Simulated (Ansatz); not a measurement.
# Bi2Te3 (Tellurobismuthite) (R-3m) in Ansatz: further runs

One crystal, Bi2Te3 (Tellurobismuthite), is run at these levels: PBE, LDA, PBEsol, r2SCAN; tasks: band structure.

Everything below comes from runs of Ansatz 0.2.0. Logs are shortened: lines on timing, memory, paths and dates and some standing lists are left out, and cuts for length are marked.

**Experimental background.**

“Vacancy and Antisite-Induced Ferromagnetism in Liquid-Phase Exfoliated Bi2Te3”, 2024, arxiv:2412.10539 quotes, for a bulk crystal of Bi2Te3: band gap 0.17 eV.

The results are compared with them further down.

### 1 The crystal as given

The structure is trigonal, space group R-3m (No. 166). Conventional cell: a = 4.386 Å, b = 4.386 Å, c = 30.497 Å, α = 90.00°, β = 90.00°, γ = 120.00°. Bi (site symmetry 3m) is surrounded by 6 Te at 3.07 to 3.25 Å. Te (site symmetry 3m) is surrounded by 3 Bi at 3.07 Å. Te (site symmetry -3m) has 6 Bi at 3.25 Å as nearest neighbours.

### 2 Band structure, PBE

The input, input.yaml:

```yaml
crystal:
  lattice:
    - [2.193, 1.2661291403, 10.1656666667]
    - [-2.193, 1.2661291403, 10.1656666667]
    - [0.0, -2.5322582807, 10.1656666667]
  atoms:
    - { symbol: Bi, position: [0.6, 0.6, 0.6] }
    - { symbol: Bi, position: [0.4, 0.4, 0.4] }
    - { symbol: Te, position: [0.7905, 0.7905, 0.7905] }
    - { symbol: Te, position: [0.2095, 0.2095, 0.2095] }
    - { symbol: Te, position: [0.0, 0.0, 0.0] }
kpoints:
  mp_grid: { grid: [7, 7, 7] }
  band_path:
    path:
      - [0.0, 0.0, 0.0]
      - [0.5, 0.0, 0.0]
      - [0.5, 0.1770083925, -0.1770083925]
    npoints: 8
scf:
  occupations: { method: fermi_dirac, width: 0.05 }
hamiltonian:
  xc: pbe
  pseudopotentials: { kind: all_electron, lapw: { basis_error: 0.002 } }
output:
  forces: true
  stress: true
  eigenvalues: true
```

Potentials or basis: all-electron LAPW, scalar-relativistic.

Run with:

```
$ ansatz run input.yaml --threads 4 --pin off --max-ram 12288MiB --backend cpu --events-out ev --progress --plain --runs-dir out
```

Output:

```text
Warning: RAYON_NUM_THREADS=4 ignored (pool sized by the plan → 4); use --threads N
LAPW: plane waves up to 6.997 Å⁻¹, error target 2.0e-3 eV per atom; small_component_spin mean_spin; Te in spheres of 1.507 Å, 24 of its electrons in bands, Dirac shells []; Bi in spheres of 1.567 Å, 37 of its electrons in bands, Dirac shells [] (how accurate: hamiltonian.pseudopotentials.lapw.basis_error, Limitations)
Engine: ansatz 0.2.0, x86_64-unknown-linux-gnu
Pseudopotentials: kind: all_electron
Pseudopotential: Bi, LAPW, valence charge 37, lapw/all_electron/scalar/gaussian/Bi, Koelling and Harmon's equation, gaussian nucleus
Pseudopotential: Te, LAPW, valence charge 24, lapw/all_electron/scalar/gaussian/Te, Koelling and Harmon's equation, gaussian nucleus
Functional definition: PBE
  parameter kappa = 0.804
  parameter beta = 0.06672455060314922
  exchange = pbe_x(kappa = kappa, mu = beta*pi^2/3)
  correlation = pbe_c(beta = beta)
Crystal: 5 atoms, lattice volume = 169.357 Å³
Basis set: ecut = 186.5328795766415 eV, 977 PW (Γ), FFT grids on a1−a3, a2−a3, a3, exchange–correlation at level 2
Bands: 88, of which v1, the nominal top of the filled ones, is band 73 counted from 1 (72 counted from 0)
Symmetry: 12 space group operations
[... 38 lines left out ...]
  Basis errors (estimates in eV, not in F): energy 8.2e-4 per atom: plane waves 7.1e-4 (4.0e-4 summed), levels above the bands 1.6e-66, relativity 1.2e-7, radial functions 1.2e-4, core shells 1.8e-8; eigenvalues (radial functions only) 2.4e-5; not estimated: angular momenta, meshes, grids; target (lapw.basis_error) 2.0e-3; muffin-tin radii Te 1.507 Å, Bi 1.567 Å
--- Forces (eV/Å), atoms counted from 1 ---
  atom   1  Bi     0.00000000     0.00000000    -0.03485797
  atom   2  Bi     0.00000000    -0.00000000     0.03485797
  atom   3  Te     0.00000000     0.00000000    -0.04103362
  atom   4  Te     0.00000000    -0.00000000     0.04103362
  atom   5  Te    -0.00000000    -0.00000000    -0.00000000
  max |Σ_I F_I| component: 2.89e-19 eV/Å
--- Stress (GPa, compression-positive) ---
        1.987536       0.000000      -0.000000
        0.000000       1.987536       0.000000
       -0.000000       0.000000       1.792061
  P = ⅓ Tr σ = 1.9224 GPa (19.224 kbar)
--- Band table (eV; the first three rows and the last of 44) ---
  k-point 0: bands = ["-147.3012", "-147.3012", "-147.1295", "-141.5400", "-141.5400", "-136.6660", "-136.6660", "-136.6642", "-136.6642", "-136.6642", "-136.6642", "-136.6623", "-136.6623", "-136.6619", "-136.6619", "-136.6619", "-136.6619", "-136.6614", "-136.6614", "-97.3412", "-97.3411", "-97.3380", "-97.3380", "-97.3379", "-97.3379", "-97.1873", "-97.1584", "-97.1584", "-79.7996", "-79.7996", "-79.7996", "-79.7996", "-79.7992", "-79.7992", "-24.6732", "-24.6732", "-24.6683", "-24.6664", "-24.6661", "-24.6661", "-24.6647", "-24.6647", "-24.6638", "-24.6638", "-24.5154", "-24.5100", "-24.5100", "-24.4825", "-24.4825", "-11.1810", "-11.1810", "-11.1792", "-11.1792", "-11.1724", "-11.1711", "-11.1684", "-11.1684", "-11.1670", "-11.1670", "-1.2970", "-0.5688", "0.6273", "3.1203", "3.5782", "9.7189", "9.9516", "10.3017", "10.3017", "10.3314", "10.3314", "11.1689", "11.1689", "12.0393", "12.3298", "12.6896", "12.6896", "14.0089", "14.1470", "14.1470", "16.8682", "17.3854", "17.9940", "17.9940", "18.3750", "18.3750", "18.4820", "19.2303", "19.2303"]
  k-point 1: bands = ["-147.3012", "-147.3012", "-147.1295", "-141.5400", "-141.5400", "-136.6660", "-136.6660", "-136.6642", "-136.6642", "-136.6642", "-136.6642", "-136.6623", "-136.6623", "-136.6619", "-136.6619", "-136.6619", "-136.6619", "-136.6614", "-136.6614", "-97.3412", "-97.3411", "-97.3380", "-97.3380", "-97.3379", "-97.3379", "-97.1873", "-97.1584", "-97.1584", "-79.7996", "-79.7996", "-79.7996", "-79.7996", "-79.7992", "-79.7992", "-24.6732", "-24.6730", "-24.6680", "-24.6669", "-24.6661", "-24.6658", "-24.6646", "-24.6646", "-24.6638", "-24.6637", "-24.5153", "-24.5100", "-24.5100", "-24.4825", "-24.4823", "-11.1827", "-11.1807", "-11.1790", "-11.1773", "-11.1712", "-11.1701", "-11.1690", "-11.1682", "-11.1678", "-11.1666", "-1.1183", "-0.4182", "0.7529", "2.9574", "3.4260", "8.9016", "9.0115", "9.7071", "9.7160", "10.3956", "10.6983", "10.9179", "11.0609", "11.3767", "13.2868", "13.3620", "13.4260", "13.9547", "14.0324", "14.6414", "16.3524", "17.0080", "18.0804", "18.1529", "18.6956", "18.9061", "19.1426", "19.5510", "20.0459"]
  k-point 2: bands = ["-147.3012", "-147.3012", "-147.1295", "-141.5400", "-141.5400", "-136.6660", "-136.6660", "-136.6642", "-136.6642", "-136.6642", "-136.6642", "-136.6623", "-136.6623", "-136.6619", "-136.6619", "-136.6619", "-136.6619", "-136.6614", "-136.6614", "-97.3412", "-97.3412", "-97.3380", "-97.3380", "-97.3380", "-97.3379", "-97.1873", "-97.1584", "-97.1584", "-79.7996", "-79.7996", "-79.7996", "-79.7996", "-79.7992", "-79.7992", "-24.6731", "-24.6725", "-24.6678", "-24.6674", "-24.6659", "-24.6652", "-24.6646", "-24.6645", "-24.6638", "-24.6637", "-24.5151", "-24.5102", "-24.5100", "-24.4825", "-24.4818", "-11.1871", "-11.1848", "-11.1762", "-11.1740", "-11.1726", "-11.1705", "-11.1668", "-11.1660", "-11.1650", "-11.1647", "-0.5967", "-0.0111", "1.0833", "2.3595", "2.9907", "7.7769", "8.4037", "8.6958", "9.1876", "9.6475", "9.7769", "11.0038", "11.0802", "11.3826", "13.0172", "13.4143", "13.5823", "14.6945", "14.8302", "15.6263", "16.0985", "17.5234", "17.8542", "18.9711", "19.2934", "19.4574", "20.1636", "20.2831", "21.0765"]
  k-point 43: bands = ["-147.3012", "-147.3012", "-147.1295", "-141.5400", "-141.5400", "-136.6660", "-136.6660", "-136.6642", "-136.6642", "-136.6642", "-136.6642", "-136.6623", "-136.6623", "-136.6619", "-136.6619", "-136.6619", "-136.6619", "-136.6614", "-136.6614", "-97.3412", "-97.3411", "-97.3380", "-97.3380", "-97.3379", "-97.3379", "-97.1873", "-97.1584", "-97.1584", "-79.7996", "-79.7996", "-79.7996", "-79.7996", "-79.7992", "-79.7992", "-24.6732", "-24.6730", "-24.6680", "-24.6669", "-24.6661", "-24.6658", "-24.6646", "-24.6646", "-24.6638", "-24.6637", "-24.5153", "-24.5100", "-24.5100", "-24.4825", "-24.4823", "-11.1827", "-11.1807", "-11.1790", "-11.1773", "-11.1712", "-11.1701", "-11.1691", "-11.1682", "-11.1678", "-11.1666", "-0.9782", "-0.7130", "1.2052", "2.2508", "3.8601", "8.7659", "9.2787", "9.8194", "9.8620", "10.0303", "10.2303", "10.9540", "11.2721", "11.8121", "12.6654", "12.9869", "13.5974", "14.2690", "14.3553", "14.7118", "16.6687", "17.2281", "17.4590", "18.0855", "18.1304", "19.0460", "19.2953", "19.6381", "19.9584"]
```

bands.tsv:

```text
[... 26 lines left out ...]
```

Wall time 34 s (4 threads of Intel Xeon at 2.70GHz, shared host); peak memory 0.89 GiB.

Results:

```yaml
Free_energy: -1726066.1875 eV
Pressure: 1.9 GPa
Largest_force: 0.041 eV/Å
Band_gap_on_the_k_mesh: 0.29 eV, direct
Band_gap_along_the_path: 0.29 eV, direct
```

Forces in eV/Å, atoms in the order of the input:
```
Bi   0.000  0.000 -0.035
Bi   0.000  0.000  0.035
Te   0.000  0.000 -0.041
Te   0.000  0.000  0.041
Te   0.000  0.000  0.000
```

Levels at the corners of the path, in eV from the valence-band top:
```
point  band 69  band 70  band 71  band 72  band 73  band 74  band 75  band 76  band 77  band 78
    Γ    -1.71    -1.71    -0.87    -0.87     0.00     0.29     0.65     0.65     1.97     2.11
    L    -3.15    -2.91    -2.42    -0.92    -0.51     0.58     1.06     2.75     2.79     3.33
   B1    -3.45    -2.56    -1.95    -0.98    -0.78     1.20     1.45     2.52     3.24     4.20
```

Caveat: spin-orbit coupling is left out, which as a rule narrows the gap of such compounds by several tenths of an eV.

(Continued in part 2 of 2.)
